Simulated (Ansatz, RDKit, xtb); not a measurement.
# C5H7BO: ranking a sample of isomers, part 2 of 2

A sample of isomers of C5H7BO is drawn. Aim: find which of them has the lowest free energy at 298.15 K, then its properties. The sample is small against all isomers, and the most stable one of this formula need not be in it.

xtb, Ansatz and PySCF; isolated molecules. Earlier steps stand in the parts before.

## Step 7: Are they minima? Harmonic frequencies

The lowest few in one piece go on as finalists. In this search the thermal terms come from GFN2-xTB at its own nearest minimum. The first, c952a:

Contents of start.xyz:

```xyz
14
c952a
C     -1.442592     2.256781     1.840533
C     -0.341135     1.432792    -1.018004
C      0.082740     0.542754    -1.938760
C      0.060745    -0.874265    -1.427522
C     -0.379420    -0.946002    -0.156151
B     -0.694434     0.552973     0.262245
O     -1.161047     0.922588     1.467221
H     -2.505066     2.336023     2.120005
H     -1.230187     2.969336     1.028180
H     -0.833460     2.520938     2.719386
H     -0.393053     2.505966    -1.210990
H      0.414612     0.778747    -2.955370
H      0.375786    -1.713828    -2.055504
H     -0.474393    -1.875635     0.407615
```

The run is started by

```
$ xtb start.xyz --gfn 2 --ohess tight
```

What it wrote, cut to the lines that bear on the results:

```text
* xtb version 6.7.1
[...]
          :  # basis functions                  35          :
[...]
          :  # electrons                        36          :
[...]
          :  Hamiltonian                  GFN2-xTB          :
[...]
          :  net charge                          0          :
          :  unpaired electrons                  0          :
[...]
   *** convergence criteria satisfied after 13 iterations ***
[...]
   *** GEOMETRY OPTIMIZATION CONVERGED AFTER 7 ITERATIONS ***
[...]
   *** convergence criteria satisfied after 3 iterations ***
[...]
         ::                     SUMMARY                     ::
         :::::::::::::::::::::::::::::::::::::::::::::::::::::
         :: total energy             -19.530462558412 Eh    ::
         :: gradient norm              0.000493906371 Eh/a0 ::
         :: HOMO-LUMO gap              2.381512651857 eV    ::
         ::.................................................::
         :: SCC energy               -19.815480251428 Eh    ::
         :: -> isotropic ES            0.038076841214 Eh    ::
         :: -> anisotropic ES          0.006041218382 Eh    ::
         :: -> anisotropic XC          0.008947219251 Eh    ::
         :: -> dispersion             -0.008384298157 Eh    ::
         :: repulsion energy           0.285017693016 Eh    ::
         :: add. restraining           0.000000000000 Eh    ::
         :: total charge               0.000000000000 e     ::
         :::::::::::::::::::::::::::::::::::::::::::::::::::::
[...]
        18        2.0000           -0.3640398              -9.9060 (HOMO)
        19                         -0.2765209              -7.5245 (LUMO)
[...]
molecular dipole:
                 x           y           z       tot (Debye)
 q only:       -0.201       0.563       0.390
   full:       -0.168       0.649       0.268       1.834
molecular quadrupole (traceless):
[...]
          | TOTAL ENERGY              -19.530462558412 Eh   |
          | TOTAL ENTHALPY            -19.413759305027 Eh   |
          | TOTAL FREE ENERGY         -19.453236228297 Eh   |
          | GRADIENT NORM               0.000493723724 Eh/α |
[...]
```

Run time: 0.31 s. Hardware: 2 threads of Intel Xeon 6975P-C (Granite Rapids), shared host.

## Step 8: Zero-point energy and free-energy terms

As xtb prints them, at 298.15 K, with its own treatment of low modes:

| label | SMILES | spin | lowest mode (cm⁻¹) | zero-point (kcal/mol) | G − E (kcal/mol) |
| --- | --- | --- | --- | --- | --- |
| c952a | COB1C=CC=C1 | singlet | 79 | 68.1 | 48.5 |
| c952at | COB1C=CC=C1 | triplet | 57i | 66.4 | 47.1 |
| c688b | COC1=CBC=C1 | singlet | 119 | 67.0 | 47.7 |

c952at keeps an imaginary mode, so the thermal terms were not taken at a true minimum.

## Step 9: Energies at the top level

Each finalist gets a single point at CCSD(T)/def2-SVP + MP2/def2-TZVPP - MP2/def2-SVP.

c952a, CCSD(T)/def2-SVP:

Contents of input.yaml:

```yaml
crystal:
  periodic: [false, false, false]
  atoms:
    - symbol: C
      position_ang: [-1.442592, 2.256781, 1.840533]
    - symbol: C
      position_ang: [-0.341135, 1.432792, -1.018004]
    - symbol: C
      position_ang: [0.082740, 0.542754, -1.938760]
    - symbol: C
      position_ang: [0.060745, -0.874265, -1.427522]
    - symbol: C
      position_ang: [-0.379420, -0.946002, -0.156151]
    - symbol: B
      position_ang: [-0.694434, 0.552973, 0.262245]
    - symbol: O
      position_ang: [-1.161047, 0.922588, 1.467221]
    - symbol: H
      position_ang: [-2.505066, 2.336023, 2.120005]
    - symbol: H
      position_ang: [-1.230187, 2.969336, 1.028180]
    - symbol: H
      position_ang: [-0.833460, 2.520938, 2.719386]
    - symbol: H
      position_ang: [-0.393053, 2.505966, -1.210990]
    - symbol: H
      position_ang: [0.414612, 0.778747, -2.955370]
    - symbol: H
      position_ang: [0.375786, -1.713828, -2.055504]
    - symbol: H
      position_ang: [-0.474393, -1.875635, 0.407615]
basis:
  gaussian:
    orbitals: def2-SVP
correlation:
  method: ccsd_t
  frozen_orbitals: {B: 1, H: 0, C: 1, O: 1}
```

The run is started by

```
$ ansatz run input.yaml --threads 2 --pin off --max-ram 5220MiB --events-out events.jsonl --progress --plain --runs-dir runs
```

What it wrote, cut to the lines that bear on the results:

```text
Warning: RAYON_NUM_THREADS=2 ignored (pool sized by the plan → 2); use --threads N
Functional definition: HF
  name "HF"
[...]
1365 factors; integrals over basis functions are off by at most 1.3e-3 eV
[...]
mean field -7966.02757926 eV, -292.7461139703 hartree, gradient 7.4e-7 eV, S^2 0.000000; 0 other end points of the search recorded, 0 dependent functions left out; unrestricted orbitals would lower it
7 core orbitals not correlated: weight in the atoms' cores, before any rotation towards them, 1.000 or more for the frozen orbitals, at most 0.000 for the correlated occupied ones
reference -7966.02757926 eV, -292.7461139703 hartree; 18, 18 occupied and 108, 108 virtual orbitals, 1365 factors
second order -24.94044379 eV of doubles, -0.00000000 eV of singles
cycle   1  -25.64676033 eV  change   -7.1e-1 eV  update   1.2e-1
[...]
cycle  10  -26.53890161 eV  change    2.4e-5 eV  update   3.1e-5
perturbative correction -0.98941055 eV, -0.0363601670 hartree
Total energy: -7993.55589142 eV, -293.7577607829 hartree
```

It took 16 s on 2 threads of Intel Xeon 6975P-C (Granite Rapids), shared host; peak memory 1 GiB.

## Step 10: c952a at MP2/def2-TZVPP

Contents of input.yaml:

```yaml
crystal:
  periodic: [false, false, false]
  atoms:
    - {symbol: C, position_ang: [-1.442592, 2.256781, 1.840533]}
    - {symbol: C, position_ang: [-0.341135, 1.432792, -1.018004]}
    - {symbol: C, position_ang: [0.082740, 0.542754, -1.938760]}
    - {symbol: C, position_ang: [0.060745, -0.874265, -1.427522]}
    - {symbol: C, position_ang: [-0.379420, -0.946002, -0.156151]}
    - {symbol: B, position_ang: [-0.694434, 0.552973, 0.262245]}
    - {symbol: O, position_ang: [-1.161047, 0.922588, 1.467221]}
    - {symbol: H, position_ang: [-2.505066, 2.336023, 2.120005]}
    - {symbol: H, position_ang: [-1.230187, 2.969336, 1.028180]}
    - {symbol: H, position_ang: [-0.833460, 2.520938, 2.719386]}
    - {symbol: H, position_ang: [-0.393053, 2.505966, -1.210990]}
    - {symbol: H, position_ang: [0.414612, 0.778747, -2.955370]}
    - {symbol: H, position_ang: [0.375786, -1.713828, -2.055504]}
    - {symbol: H, position_ang: [-0.474393, -1.875635, 0.407615]}
basis:
  gaussian: {orbitals: def2-TZVPP}
total_charge: 0
correlation: {method: mp2, frozen_orbitals: {B: 1, H: 0, C: 1, O: 1}}
```

The run is started by

```
$ ansatz run input.yaml --threads 2 --pin off --max-ram 5220MiB --events-out events.jsonl --progress --plain --runs-dir runs
```

What it wrote:

```text
Warning: RAYON_NUM_THREADS=2 ignored (pool sized by the plan → 2); use --threads N
[... 2 set-up lines as earlier in the session ...]
  exchange = exact_x
  correlation = 0
1901 factors; integrals over basis functions are off by at most 1.1e-3 eV
mean field evaluation 1: about -7969.7707 eV, gradient 4.3e1 eV
mean field evaluation 2: about -7970.1324 eV, gradient 4.3e1 eV
mean field evaluation 4: about -7974.8869 eV, gradient 5.3e0 eV
mean field evaluation 8: about -7974.9664 eV, gradient 2.7e-1 eV
mean field -7974.96676391 eV, -293.0746229472 hartree, gradient 2.3e-6 eV, S^2 0.000000; 0 other end points of the search recorded, 0 dependent functions left out; unrestricted orbitals would lower it
mean field evaluation 16: about -7974.9172 eV, gradient 4.6e0 eV
7 core orbitals not correlated: weight in the atoms' cores, before any rotation towards them, 1.000 or more for the frozen orbitals, at most 0.000 for the correlated occupied ones
reference -7974.96676391 eV, -293.0746229472 hartree; 18, 18 occupied and 290, 290 virtual orbitals, 1901 factors
second order -30.57994352 eV of doubles, -0.00000000 eV of singles
Total energy: -8005.54670744 eV, -294.1984151438 hartree
```

It took 14 s on 2 threads of Intel Xeon 6975P-C (Granite Rapids), shared host; peak memory 0.99 GiB.

## Step 11: c952at at CCSD(T)/def2-SVP

Contents of input.yaml:

```yaml
basis:
  gaussian:
    orbitals: def2-SVP
crystal:
  periodic: [false, false, false]
  atoms:
    - symbol: C
      position_ang: [-1.450454, 2.265426, 1.864732]
    - symbol: C
      position_ang: [-0.353870, 1.394962, -0.978442]
    - symbol: C
      position_ang: [0.106680, 0.459682, -1.985987]
    - symbol: C
      position_ang: [0.087531, -0.842719, -1.512608]
    - symbol: C
      position_ang: [-0.387720, -0.897716, -0.144960]
    - symbol: B
      position_ang: [-0.703497, 0.557510, 0.286906]
    - symbol: O
      position_ang: [-1.174244, 0.932464, 1.510134]
    - symbol: H
      position_ang: [-2.516459, 2.365726, 2.130362]
    - symbol: H
      position_ang: [-1.224934, 2.975578, 1.051578]
    - symbol: H
      position_ang: [-0.851847, 2.544538, 2.748151]
    - symbol: H
      position_ang: [-0.401737, 2.466267, -1.190752]
    - symbol: H
      position_ang: [0.429002, 0.739120, -2.992221]
    - symbol: H
      position_ang: [0.393559, -1.710053, -2.103205]
    - symbol: H
      position_ang: [-0.472913, -1.841615, 0.399195]
magnetization:
  spin_polarized: true
  initial_magnetization: 2
correlation:
  method: ccsd_t
  frozen_orbitals: {B: 1, H: 0, C: 1, O: 1}
scf:
  omitted_lower_state_checks: [cluster_reference]
```

The run is started by

```
$ ansatz run input.yaml --threads 2 --pin off --max-ram 5220MiB --events-out events.jsonl --progress --plain --runs-dir runs
```

What it wrote, cut to the lines that bear on the results:

```text
Warning: RAYON_NUM_THREADS=2 ignored (pool sized by the plan → 2); use --threads N
[... 2 set-up lines as earlier in the session ...]
[...]
1365 factors; integrals over basis functions are off by at most 1.3e-3 eV
[...]
mean field -7965.28313115 eV, -292.7187560070 hartree, gradient 3.8e-6 eV, S^2 2.019742; 2 other end points of the search recorded, 0 dependent functions left out
7 core orbitals not correlated: weight in the atoms' cores, before any rotation towards them, 1.000 or more for the frozen orbitals, at most 0.000 for the correlated occupied ones
reference -7965.28313115 eV, -292.7187560070 hartree; 19, 17 occupied and 107, 109 virtual orbitals, 1365 factors
second order -24.07008867 eV of doubles, -0.00000000 eV of singles
cycle   1  -24.95843058 eV  change   -8.9e-1 eV  update   1.2e-1
[...]
cycle  12  -25.83391466 eV  change   -2.6e-5 eV  update   1.8e-5
perturbative correction -0.92637631 eV, -0.0340437013 hartree
Total energy: -7992.04342212 eV, -293.7021785613 hartree
Checks for a lower state left out: cluster_reference
```

Wall time 70 s (2 threads of Intel Xeon 6975P-C (Granite Rapids), shared host); peak memory 2.6 GiB.

For c952a, c688b the log finds that unrestricted Hartree-Fock orbitals lie lower, a sign to watch the closed-shell reference there.

## Step 12: Free energies and the winner

Energies in kcal/mol from c952a; G adds the thermal terms to the CCSD(T)/def2-SVP + MP2/def2-TZVPP - MP2/def2-SVP energy. The columns left of the relaxed level are at the tight-binding geometries.

| label | SMILES | spin | r2SCAN-D4/def2-SVP | B3LYP-D3(BJ)/def2-SVP | HF/def2-SVP | MP2/def2-SVP | CCSD(T)/def2-SVP + MP2/def2-TZVPP - MP2/def2-SVP | G | share at equilibrium | T1 |
| --- | --- | --- | --- | --- | --- | --- | --- | --- | --- | --- |
| c952a | COB1C=CC=C1 | singlet | 0.0 | 0.0 | 0.0 | 0.0 | 0.0 | 0.0 | 100.0 % | 0.014 |
| c952at | COB1C=CC=C1 | triplet | 40.5 | 29.5 | 17.2 | 37.2 | 36.1 | 34.7 | < 0.1 % | 0.018 |
| c688b | COC1=CBC=C1 | singlet | 36.0 | 37.1 | 38.0 | 39.2 | 37.9 | 37.1 | < 0.1 % | 0.014 |

Lowest found: c952a, `COB1C=CC=C1`, a singlet. Bond lengths: C2–C3 1.349 Å, C3–C4 1.507 Å, C4–C5 1.347 Å, C2–B6 1.593 Å, C5–B6 1.588 Å, C1–O7 1.414 Å, B6–O7 1.344 Å, C1–H8 1.101 Å, C1–H9 1.101 Å, C1–H10 1.101 Å, C2–H11 1.092 Å, C3–H12 1.095 Å, C4–H13 1.095 Å, C5–H14 1.091 Å. Some angles: C2–C3–C4 112.6°, C3–C2–B6 104.7°, C3–C4–C5 112.0°, C4–C5–B6 105.3°, C2–B6–C5 105.4°, C2–B6–O7 130.2°, C5–B6–O7 124.4°, C1–O7–B6 124.4°, C2–C3–H12 125.9°, C4–C3–H12 121.5°.

```xyz
14

C    -1.4426    2.2568    1.8405
C    -0.3411    1.4328   -1.0180
C     0.0827    0.5428   -1.9388
C     0.0607   -0.8743   -1.4275
C    -0.3794   -0.9460   -0.1562
B    -0.6944    0.5530    0.2622
O    -1.1610    0.9226    1.4672
H    -2.5051    2.3360    2.1200
H    -1.2302    2.9693    1.0282
H    -0.8335    2.5209    2.7194
H    -0.3931    2.5060   -1.2110
H     0.4146    0.7787   -2.9554
H     0.3758   -1.7138   -2.0555
H    -0.4744   -1.8756    0.4076
```

## Step 13: Summary of results

What follows sums up all 2 parts.

```
                                 quantity                                                                  value
                   lowest structure found                                                   COB1C=CC=C1, singlet
                            next finalist                        COB1C=CC=C1, triplet, 34.7 kcal/mol higher in G
share at equilibrium, among the finalists                                                                100.0 %
                                   funnel  5 starts, 5 minima at GFN2-xTB, 7 screening runs, 3 relaxed, 3 ranked
                     CPU time of all runs                                                                7.8 min
```

In words: The lowest structure found is `COB1C=CC=C1`. Among the finalists first place is clear (34.7 kcal/mol); structures outside the list aren't covered. r2SCAN-D4/def2-SVP, B3LYP-D3(BJ)/def2-SVP, HF/def2-SVP and MP2/def2-SVP already put its bonding pattern lowest among the structures in one piece. The largest share of the time went into the final energies (63 %). Lowest found is not proven lowest: the search is finite, and each finalist counts with one conformer. Only 3 drawn patterns were tried, so whole families of isomers are missing, and the result ranks this sample alone. The lowest isomer need not be the one that is made and kept in a bottle, which depends on barriers.
